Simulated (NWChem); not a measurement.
# One shape, several levels: BNH2F2 (SMILES NB(F)F)

Aim: a comparison of 6 runs (HF/STO-3G, HF/3-21G, B3LYP/6-31G*, MP2/def2-SVP, MP2/6-31+G*, CCSD/6-311G**) of BNH2F2. 

The results are computed with NWChem 7.3.0.

## (1) The structure to begin with

BNH2F2: 6 atoms, total charge 0, spin state singlet. As SMILES, `NB(F)F`. Geometry: relaxed at PBE0-D4/def2-TZVP.

Bond lengths: N1–B2 1.392 Å, B2–F3 1.330 Å, B2–F4 1.330 Å, N1–H5 1.003 Å, N1–H6 1.003 Å. Angles: N1–B2–F3 121.2°, N1–B2–F4 121.2°, F3–B2–F4 117.6°, B2–N1–H5 122.4°, B2–N1–H6 122.4°, H5–N1–H6 115.2°.

## (2) Energy and gradient at HF/STO-3G (run 1)

Contents of run.nw:

```
start run
title "BF2H2N hf"
memory stack 880 mb heap 220 mb global 1100 mb

geometry units angstroms noautosym nocenter noautoz
N    -0.210700    0.687600   -0.156800
B     0.195300   -0.614700    0.121200
F    -0.667400   -1.526100    0.560300
F     1.459700   -0.991800   -0.042700
H     0.425000    1.389500   -0.488700
H    -1.159800    0.991400   -0.039400
end

basis spherical bse
* library STO-3G
end

scf
thresh 1e-08
maxiter 80
end

task scf gradient
```

On the command line:

```console
$ nwchem run.nw > run.out
```

The log of the run:

```text
[...]
  functions       =    22
[...]
  wavefunction    = RHF
[...]
         Total SCF energy =   -275.508447062834
      One-electron energy =   -609.891707580531
      Two-electron energy =    221.575821517194
 Nuclear repulsion energy =    112.807439000503
        Time for solution =      0.3s
[...]
                         RHF ENERGY GRADIENTS
    atom               coordinates                        gradient
                 x          y          z           x          y          z
   1 N      -0.398165   1.299376  -0.296309   -0.003028   0.009551  -0.002024
   2 B       0.369063  -1.161615   0.229035   -0.007336   0.023502  -0.005033
   3 F      -1.261203  -2.883911   1.058813   -0.007605  -0.010004   0.004428
   4 F       2.758433  -1.874230  -0.080691    0.012312  -0.005024  -0.001211
   5 H       0.803134   2.625774  -0.923509   -0.005411  -0.011074   0.004253
   6 H      -2.191704   1.873474  -0.074455    0.011068  -0.006950  -0.000413
[...]
```

Run time: 1 s. Hardware: 1 thread of Intel Xeon 6975P-C (Granite Rapids), shared host; peak memory 0.099 GiB.

## (3) Energy and gradient at HF/3-21G (run 2)

Contents of run.py:

```python
from ase import Atoms
from ase.calculators.nwchem import NWChem

atoms = Atoms('NBFFHH', positions=[
    [-0.210700, 0.687600, -0.156800],
    [0.195300, -0.614700, 0.121200],
    [-0.667400, -1.526100, 0.560300],
    [1.459700, -0.991800, -0.042700],
    [0.425000, 1.389500, -0.488700],
    [-1.159800, 0.991400, -0.039400],
])

calc = NWChem(
    label='bf2h2n',
    theory='scf',
    memory='2200 mb',
    basis='3-21G',
    basispar='spherical bse',
    scf={'nopen': '0', 'rhf': None, 'thresh': '1e-08', 'maxiter': '80'},
)
atoms.calc = calc

forces = atoms.get_forces()
e = atoms.get_potential_energy()
print(f"E = {e:.6f} eV")
print("forces (eV/A):")
for s, f in zip(atoms.symbols, forces):
    print(f"{s:2s} {f[0]:10.5f} {f[1]:10.5f} {f[2]:10.5f}")
print("dipole (e A):", atoms.get_dipole_moment().round(4))
```

On the command line:

```console
$ export ASE_NWCHEM_COMMAND="nwchem PREFIX.nwi > PREFIX.nwo"
$ python run.py
```

The log of the run:

```text
E = -7560.998623 eV
forces (eV/A):
N    -0.18039    0.58565   -0.12521
B    -0.26549    0.85386   -0.18183
F    -0.61748   -0.81381    0.35923
F     0.99677   -0.40706   -0.09878
H    -0.15637   -0.15725    0.07718
H     0.22297   -0.06140   -0.03054
dipole (e A): [-0.1894  0.6076 -0.1297]
```

The calculator wrote bf2h2n.nwi:

```
title "bf2h2n"

permanent_dir bf2h2n

scratch_dir bf2h2n

start bf2h2n

geometry units angstrom nocenter noautosym noautoz
  N  -2.1070000000000000e-01 6.8759999999999999e-01 -1.5679999999999999e-01
  B  1.9530000000000000e-01 -6.1470000000000002e-01 1.2120000000000000e-01
  F  -6.6739999999999999e-01 -1.5261000000000000e+00 5.6030000000000002e-01
  F  1.4597000000000000e+00 -9.9180000000000001e-01 -4.2700000000000002e-02
  H  4.2499999999999999e-01 1.3895000000000000e+00 -4.8870000000000002e-01
  H  -1.1597999999999999e+00 9.9139999999999995e-01 -3.9399999999999998e-02
end

memory 2200 mb

basis spherical bse noprint
   * library 3-21G
end

scf
  nopen 0
  rhf
  thresh 1e-08
  maxiter 80
end

task scf gradient
```

bf2h2n.nwo, cut to the lines that bear on the results:

```text
[...]
      One-electron energy =   -609.895846856903
[... 1 line left out ...]
 Nuclear repulsion energy =    112.807439000503
[... 34 lines left out ...]
                       ROHF Final Molecular Orbital Analysis
[... 195 lines left out ...]
                              NWChem Gradients Module
[...]
  wavefunction    =   RHF
                         RHF ENERGY GRADIENTS
    atom               coordinates                        gradient
                 x          y          z           x          y          z
   1 N      -0.398165   1.299376  -0.296309    0.003508  -0.011389   0.002435
   2 B       0.369063  -1.161615   0.229035    0.005163  -0.016605   0.003536
   3 F      -1.261203  -2.883911   1.058813    0.012008   0.015826  -0.006986
   4 F       2.758433  -1.874230  -0.080691   -0.019384   0.007916   0.001921
   5 H       0.803134   2.625774  -0.923509    0.003041   0.003058  -0.001501
   6 H      -2.191704   1.873474  -0.074455   -0.004336   0.001194   0.000594
[...]
```

Run time: 1.5 s. Hardware: 1 thread of Intel Xeon 6975P-C (Granite Rapids), shared host; peak memory 0.099 GiB.

## (4) Energy and gradient at B3LYP/6-31G(d) (Cartesian functions) (run 3)

Contents of geom.nw:

```
start geom
title "BF2H2N"
memory 2200 mb

geometry noautosym nocenter noautoz
  N     -0.210700     0.687600    -0.156800
  B      0.195300    -0.614700     0.121200
  F     -0.667400    -1.526100     0.560300
  F      1.459700    -0.991800    -0.042700
  H      0.425000     1.389500    -0.488700
  H     -1.159800     0.991400    -0.039400
end

basis "ao basis" cartesian
  N library 6-31G*
  B library 6-31G*
  F library 6-31G*
  H library 6-31G*
end

dft
  xc b3lyp
  grid xfine
  convergence energy 1e-08
  maxiter 100
  mulliken
end

task dft gradient
```

On the command line:

```console
$ nwchem geom.nw > geom.out
```

The log of the run:

```text
[...]
          Wavefunction type:  closed shell.
          No. of atoms     :     6
          No. of electrons :    32
[...]
          Charge           :     0
          Spin multiplicity:     1
[...]
          AO basis - number of functions:    64
[...]
              XC Information
              --------------
                         B3LYP Method XC Potential
                     Hartree-Fock (Exact) Exchange  0.200
                        Slater Exchange Functional  0.800 local
                    Becke 1988 Exchange Functional  0.720 non-local
              Lee-Yang-Parr Correlation Functional  0.810
                  VWN I RPA Correlation Functional  0.190 local
[...]
 d= 0,ls=0.0,diis     1   -280.5737324045 -3.93D+02  1.63D-02  7.80D-01     1.2
[...]
 d= 0,ls=0.0,diis     8   -280.6541133283 -3.59D-09  2.35D-06  7.32D-08     8.4
         Total DFT energy =     -280.654113328327
      One electron energy =     -612.211765624704
           Coulomb energy =      251.554842400491
    Exchange-Corr. energy =      -32.804629104617
 Nuclear repulsion energy =      112.807439000503
[...]
      Total Density - Mulliken Population Analysis
     ---------------------------------------------
    Atom       Charge   Shell Charges
 -----------   ------   -------------------------------------------------------
    1 N    7     7.76   1.99  0.76  2.59  0.80  1.60  0.01
    2 B    5     4.43   1.99  0.51  1.39  0.09  0.31  0.15
    3 F    9     9.24   1.99  0.96  3.34  0.88  2.00  0.07
    4 F    9     9.24   1.99  0.96  3.34  0.88  2.00  0.07
    5 H    1     0.67   0.51  0.16
    6 H    1     0.67   0.51  0.16
[...]
  wavefunction    = closed shell
                         DFT ENERGY GRADIENTS
    atom               coordinates                        gradient
                 x          y          z           x          y          z
   1 N      -0.398165   1.299376  -0.296309    0.000361  -0.001280   0.000284
   2 B       0.369063  -1.161615   0.229035   -0.000478   0.001501  -0.000333
   3 F      -1.261203  -2.883911   1.058813    0.004473   0.003987  -0.002064
   4 F       2.758433  -1.874230  -0.080691   -0.006104   0.001310   0.000940
   5 H       0.803134   2.625774  -0.923509   -0.002515  -0.003604   0.001546
   6 H      -2.191704   1.873474  -0.074455    0.004263  -0.001914  -0.000372
[...]
```

Wall time 11 s (1 thread of Intel Xeon 6975P-C (Granite Rapids), shared host); peak memory 0.13 GiB.

Runs 4 to 5 aren't shown in full; the table further down has their settings and results.

## (5) The energy at CCSD/6-311G(d,p) (run 6)

Contents of test.nw:

```
start test
title "BF2H2N"
memory total 2200 mb

geometry units angstrom noautosym nocenter noautoz
  N       -0.210700       0.687600      -0.156800
  B        0.195300      -0.614700       0.121200
  F       -0.667400      -1.526100       0.560300
  F        1.459700      -0.991800      -0.042700
  H        0.425000       1.389500      -0.488700
  H       -1.159800       0.991400      -0.039400
end

basis spherical bse
  N library 6-311G**
  B library 6-311G**
  F library 6-311G**
  H library 6-311G**
end

scf
  thresh 1e-08
  maxiter 80
  print low
end

ccsd
  freeze core 4
  maxiter 60
end

task ccsd energy
```

On the command line:

```console
$ nwchem test.nw > test.out
```

The log of the run:

```text
[...]
  functions       =    84
[...]
  wavefunction    = RHF
[...]
         Total SCF energy =   -279.432572115147
      One-electron energy =   -611.942924244977
      Two-electron energy =    219.702913129327
 Nuclear repulsion energy =    112.807439000503
        Time for solution =      4.7s
[...]
 Total MP2 energy:           -280.103069288714266
[...]
             energy      energy      error      ampl     ampl      Block
                                                time     time      time
[...]
 Total CCSD energy:           -280.114784137440722
[...]
```

Run time: 51 s. Hardware: 1 thread of Intel Xeon 6975P-C (Granite Rapids), shared host; peak memory 0.21 GiB.

## (6) All runs side by side

```tsv
run	level	Cartesian functions	iteration cap	energy (Eh)	dipole moment (D)	HOMO energy (eV)	LUMO energy (eV)	wall time
1	HF/STO-3G	no	80	-275.508447	1.91	-9.67	10.50	1 s
2	HF/3-21G	no	80	-277.861577	3.12	-12.18	6.70	1.5 s
3	B3LYP/6-31G* (Cartesian functions)	yes	100	-280.654113	2.64	-7.86	2.09	11 s
4	MP2/def2-SVP	no	80	-279.755067	2.80	-12.31	4.59	6.9 s
5	MP2/6-31+G* (spherical functions)	no	80	-279.946940	2.82	-12.37	1.31	14 s
6	CCSD/6-311G**	no	80	-280.114784	–	–	–	51 s
```

## (7) What came out

| quantity | value |
| --- | --- |
| run 6: total energy | -280.11478 Eh |
| run 6: correlation energy (4 core orbitals frozen) | -682.2 mEh |

In words: Over runs 1, 2, 3, 4, 5 the dipole moment (its size) runs from 1.91 D (HF/STO-3G) to 3.12 D (HF/3-21G). Over runs 1, 2, 3 the HOMO–LUMO gap runs from 9.95 eV (B3LYP/6-31G*) to 20.17 eV (HF/STO-3G). The two ends differ in method and basis. In run 1 the basis is minimal, so the values are rough. All runs together took 86 s, the longest 51 s.
